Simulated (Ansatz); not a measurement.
**CH5BClNO: a ladder of functionals and wavefunction methods**

One table from this session's results is given with a row withheld; the runs are named, their logs left out.

Computed with Ansatz 0.2.0, Gaussian basis. Level: functionals in def2-TZVPP, the program's frozen cores in correlated methods.

Levels to be run: PBE-D4, r2SCAN-D4, PBE0-D4, B3LYP-D4, ωB97X-V, ωB97M-V, B2PLYP; CCSD(T)/def2-TZVPP; MP2/def2-QZVPP; extrapolation to the limit.

### Structure used throughout

All runs share one geometry, relaxed beforehand with PBE0-D4 in a triple-zeta def2 set.

SMILES `NB(Cl)CO`, 10 atoms, charge 0, spin multiplicity 1.

Atoms are counted from 1 here; the program's logs count them from 0.

Bond lengths: N1–B2 1.386 Å, N1–H6 1.005 Å, N1–H7 1.006 Å, B2–Cl3 1.784 Å, B2–C4 1.577 Å, C4–O5 1.413 Å, C4–H8 1.096 Å, C4–H9 1.105 Å, O5–H10 0.962 Å. Angles: B2–N1–H6 123.2°, B2–N1–H7 122.4°, H6–N1–H7 114.4°, N1–B2–Cl3 118.3°, N1–B2–C4 123.5°, Cl3–B2–C4 118.2°, B2–C4–O5 116.0°, B2–C4–H8 109.8°, B2–C4–H9 107.4°, O5–C4–H8 107.3°, O5–C4–H9 110.4°, H8–C4–H9 105.5°, C4–O5–H10 107.7°.

Set-up of the first run:

Input file in.yaml:

```yaml
crystal:
  periodic: [false, false, false]
  atoms:
    - {symbol: N, position_ang: [-1.481346, 0.770100, 0.263808]}
    - {symbol: B, position_ang: [-0.131159, 0.458255, 0.272551]}
    - {symbol: Cl, position_ang: [0.978417, 1.531441, 1.166234]}
    - {symbol: C, position_ang: [0.484752, -0.764792, -0.509207]}
    - {symbol: O, position_ang: [1.724524, -1.243936, -0.030225]}
    - {symbol: H, position_ang: [-1.860388, 1.585355, 0.713928]}
    - {symbol: H, position_ang: [-2.164117, 0.196586, -0.201161]}
    - {symbol: H, position_ang: [-0.217419, -1.606583, -0.495153]}
    - {symbol: H, position_ang: [0.570032, -0.468995, -1.570186]}
    - {symbol: H, position_ang: [2.179804, -0.508732, 0.392210]}
basis:
  gaussian: {orbitals: def2-TZVPP}
hamiltonian: {xc: pbe, dispersion: d4}
output: {forces: true, orbitals: {seedname: orbitals}}
```

Run with:

```console
ansatz run in.yaml --threads 4 --pin off --events-out ev --progress --plain --max-ram 10444MiB
```

Among the steps run: PBE-D4 (GGA); r2SCAN-D4 (meta-GGA); PBE0-D4 (hybrid); B3LYP-D4 (hybrid); ωB97X-V (range-separated); ωB97M-V (range-separated); B2PLYP (double hybrid); CCSD(T) in def2-TZVPP; MP2 in def2-QZVPP.

One of the session's tables, all rows but one given; the rest of the session is left out.

```
            method  atomisation energy (kJ/mol)
            PBE-D4                       3935.4
         r2SCAN-D4                       3841.7
           PBE0-D4                       3849.7
          B3LYP-D4                       3831.8
           ωB97X-V                       3837.4
           ωB97M-V                       3853.1
            B2PLYP                       3790.6
     HF/def2-TZVPP                       2731.9
    MP2/def2-TZVPP                       3802.8
   CCSD/def2-TZVPP                       3650.1
CCSD(T)/def2-TZVPP                            ?
           MP2/CBS                       3910.8
       CCSD(T)/CBS                       3820.5
```

**Question.** Estimate the row for CCSD(T)/def2-TZVPP.

The run gave: atomisation energy (kJ/mol): 3712.5. In the column «atomisation energy (kJ/mol)» it lies between CCSD/def2-TZVPP (3650.1) and B2PLYP (3790.6).
